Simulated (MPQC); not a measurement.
# One shape, several levels: [GeH3]− (SMILES [GeH3-])

We compute a comparison of 6 runs (HF/STO-3G, HF/3-21G, HF/pcseg-2, B3LYP/6-31G*, PBE0/def2-SVP, PBE/def2-TZVP) of [GeH3]−. 

The results are computed with MPQC 2.3.1.

2 further runs of the same task are left out: 1 that didn't finish, 1 set aside as unsound or not needed.

### 1 The structure to begin with

[GeH3]−: 4 atoms, total charge -1, spin state singlet. As SMILES, `[GeH3-]`. The shape comes from GFN2-xTB, which is rough for such elements, and wasn't checked as a minimum.

Bond lengths: Ge1–H2 1.750 Å, Ge1–H3 1.752 Å, Ge1–H4 1.758 Å. Angles: H2–Ge1–H3 89.2°, H2–Ge1–H4 89.5°, H3–Ge1–H4 89.4°.

### 2 Energy and gradient at HF/STO-3G (run 1)

job.in

```
% GeH3
molecule<Molecule>: (
   symmetry = c1
   unit = angstrom
   { atoms geometry } = {
      Ge [ 0.468920      -0.274960      -0.542070 ]
      H  [ 0.935040       0.154290       1.089240 ]
      H  [ -0.940860      -1.090590       0.102250 ]
      H  [ -0.463100       1.211260      -0.649430 ]
   }
)
basis<GaussianBasisSet>: (
   name = "STO-3G"
   molecule = $:molecule
   basisdir = "."
   puream = yes
)
mpqc: (
   checkpoint = no
   savestate = no
   restart = no
   do_energy = yes
   do_gradient = yes
   optimize = no
   mole<CLHF>: (
      molecule = $:molecule
      basis = $:basis
      total_charge = -1
      memory = 1000000000
      print_evals = yes
      maxiter = 120
      value_accuracy = 1e-08
      guess_wavefunction<CLHF>: (
         molecule = $:molecule
         total_charge = -1
         memory = 1000000000
         value_accuracy = 1e-3
         basis<GaussianBasisSet>: (
            name = "3-21G"
            molecule = $:molecule
         )
      )
   )
)
```

The basis set STO-3G is read from a file made from the Basis Set Exchange's data (not shown).

The run is started by

```
mpqc job.in > job.out
```

Log:

```text
MPQC: Massively Parallel Quantum Chemistry
[...]
  LUMO is    19   A =   0.682460
  total scf energy = -2053.2366604013
[...]
Value of the MolecularEnergy: -2053.2366604013
  Gradient of the MolecularEnergy:
      1    0.0784918221
      2   -0.0460377382
      3   -0.0903011073
      4    0.0142252890
      5    0.0173060880
      6    0.0637174701
      7   -0.0549979876
      8   -0.0285018770
      9    0.0274288877
     10   -0.0377191236
     11    0.0572335272
     12   -0.0008452504
[...]
      symmetry = c1
[...]
```

Run time: 0.26 s. Hardware: 1 thread of Arm Neoverse N1, shared host.

### 3 Energy and forces at HF/3-21G (run 2)

run.in

```
molecule<Molecule>: (
   symmetry = c1
   unit = angstrom
   { atoms geometry } = {
      Ge [ 0.468920 -0.274960 -0.542070 ]
      H  [ 0.935040 0.154290 1.089240 ]
      H  [ -0.940860 -1.090590 0.102250 ]
      H  [ -0.463100 1.211260 -0.649430 ]
   }
)
basis<GaussianBasisSet>: (
   name = "3-21G"
   molecule = $:molecule
   basisdir = "."
   puream = yes
)
mpqc: (
   checkpoint = no
   savestate = no
   restart = no
   do_energy = yes
   do_gradient = yes
   optimize = no
   mole<CLHF>: (
      molecule = $:molecule
      basis = $:basis
      total_charge = -1
      memory = 1000000000
      print_evals = yes
      maxiter = 120
      value_accuracy = 1e-08
      guess_wavefunction<ExtendedHuckelWfn>: (
         molecule = $:molecule
         total_charge = -1
         multiplicity = 1
         basis<GaussianBasisSet>: (
            name = "STO-3G"
            molecule = $:molecule
         )
      )
   )
)
```

The basis set 3-21G is read from a file made from the Basis Set Exchange's data (not shown).

The run is started by

```
mpqc run.in > run.out
```

Log:

```text
MPQC: Massively Parallel Quantum Chemistry
[...]
  CLSCF::init: total charge = -1
[...]
  nbasis = 28
[...]
  iter     1 energy = -1897.2348347339 delta = 4.03341e-01
[...]
  LUMO is    19   A =   0.354793
  total scf energy = -2067.0129888618
[...]
Value of the MolecularEnergy: -2067.0129888618
  Gradient of the MolecularEnergy:
      1    0.0302431521
      2   -0.0178864908
      3   -0.0343839998
      4    0.0007841865
      5    0.0062540444
      6    0.0204293746
      7   -0.0176703700
      8   -0.0059114186
      9    0.0108604045
     10   -0.0133569686
     11    0.0175438649
     12    0.0030942207
[...]
      symmetry = c1
[...]
```

It took 0.36 s on 1 thread of Arm Neoverse N1, shared host.

Runs 3 to 5 aren't shown in full; the table further down has their settings and results.

### 4 Energy and gradient at PBE/def2-TZVP (run 6)

input.in

```
% emacs should use -*- KeyVal -*- mode
molecule<Molecule>: (
    symmetry = c1
    unit = angstrom
    { atoms geometry } = {
        Ge [ 0.468920      -0.274960      -0.542070 ]
        H  [ 0.935040       0.154290       1.089240 ]
        H  [ -0.940860      -1.090590       0.102250 ]
        H  [ -0.463100       1.211260      -0.649430 ]
    }
)
basis<GaussianBasisSet>: (
    name = "def2-TZVP"
    molecule = $:molecule
    basisdir = "."
    puream = yes
)
mpqc: (
    checkpoint = no
    savestate = no
    restart = no
    do_energy = yes
    do_gradient = yes
    optimize = no
    mole<CLKS>: (
        molecule = $:molecule
        basis = $:basis
        total_charge = -1
        memory = 1000000000
        print_evals = yes
        maxiter = 120
        value_accuracy = 1e-08
        functional<StdDenFunctional>: ( name = "PBE" )
        integrator<RadialAngularIntegrator>: ( grid = xfine )
        guess_wavefunction<CLHF>: (
            molecule = $:molecule
            total_charge = -1
            memory = 1000000000
            value_accuracy = 1e-3
            basis<GaussianBasisSet>: (
                name = "STO-3G"
                molecule = $:molecule
            )
        )
    )
)
```

The basis set def2-TZVP is read from a file made from the Basis Set Exchange's data (not shown).

The run is started by

```
mpqc input.in > input.out
```

Log:

```text
MPQC: Massively Parallel Quantum Chemistry
[...]
  WARNING: BeckeIntegrationWeight usually uses the atomic maximum
           probability radius, however this is not available for
[...]
  Integrated electron density error = 0.000441851615
  iter     1 energy = -2076.1398363394 delta = 1.73440e-01
[...]
  Integrated electron density error = 0.000000056795
  iter    14 energy = -2078.4651983609 delta = 1.31999e-07
  Integrated electron density error = 0.000000056795
  iter    15 energy = -2078.4651983609 delta = 4.99372e-08
  Integrated electron density error = 0.000000056795
  iter    16 energy = -2078.4651983609 delta = 1.11914e-08
[...]
  LUMO is    19   A =   0.201840
  total scf energy = -2078.4651983609
[...]
  Integrated electron density error = 0.000000056103
  Total Gradient:
[...]
Value of the MolecularEnergy: -2078.4651983609
  Gradient of the MolecularEnergy:
      1    0.0214322035
      2   -0.0127163261
      3   -0.0242342917
      4    0.0037408105
      5    0.0045840730
      6    0.0170513840
      7   -0.0147757526
      8   -0.0076344621
      9    0.0074411324
     10   -0.0103972614
     11    0.0157667152
     12   -0.0002582247
[...]
        symmetry = c1
[...]
```

It took 54 s on 1 thread of Arm Neoverse N1, shared host; peak memory 0.38 GiB.

### 5 The series

| run | level | starting guess | integration grid | energy (Eh) | HOMO energy (eV) | LUMO energy (eV) | HOMO–LUMO gap (eV) | wall time |
| --- | --- | --- | --- | --- | --- | --- | --- | --- |
| 1 | HF/STO-3G | 3-21G | – | -2053.236660 | 2.02 | 18.57 | 16.55 | 0.26 s |
| 2 | HF/3-21G | huckel STO-3G | – | -2067.012989 | -2.17 | 9.65 | 11.83 | 0.36 s |
| 3 | HF/pcseg-2 | 3-21G | – | -2077.082072 | -2.62 | 7.60 | 10.22 | 24 s |
| 4 | B3LYP/6-31G* (spherical functions) | STO-3G | xfine | -2078.552641 | 0.00 | 6.26 | 6.26 | 17 s |
| 5 | PBE0/def2-SVP | STO-3G | xfine | -2078.253381 | -0.12 | 6.47 | 6.59 | 25 s |
| 6 | PBE/def2-TZVP | STO-3G | xfine | -2078.465198 | 0.71 | 5.49 | 4.78 | 54 s |

### 6 What came out

| quantity | value |
| --- | --- |
| run 6: total energy | -2078.46520 Eh |
| run 6: HOMO energy | 0.71 eV |
| run 6: LUMO energy | 5.49 eV |
| run 6: HOMO–LUMO gap (to an unbound level, set by the basis) | 4.78 eV |
| run 6: largest force on an atom | 1.787 eV/Å |

What this shows: The HOMO–LUMO gap runs from 4.78 eV (PBE/def2-TZVP) to 16.55 eV (HF/STO-3G). The two ends differ in method and basis. The empty levels of an anion lie above zero and hang on the basis. Totals of different functionals can't be ranked against each other. In runs 1, 4, 6 the HOMO lies above zero, so the outermost electron may be held by the basis alone. In run 1 the basis is minimal, so the values are rough. All runs together took 2 min, the longest 54 s.
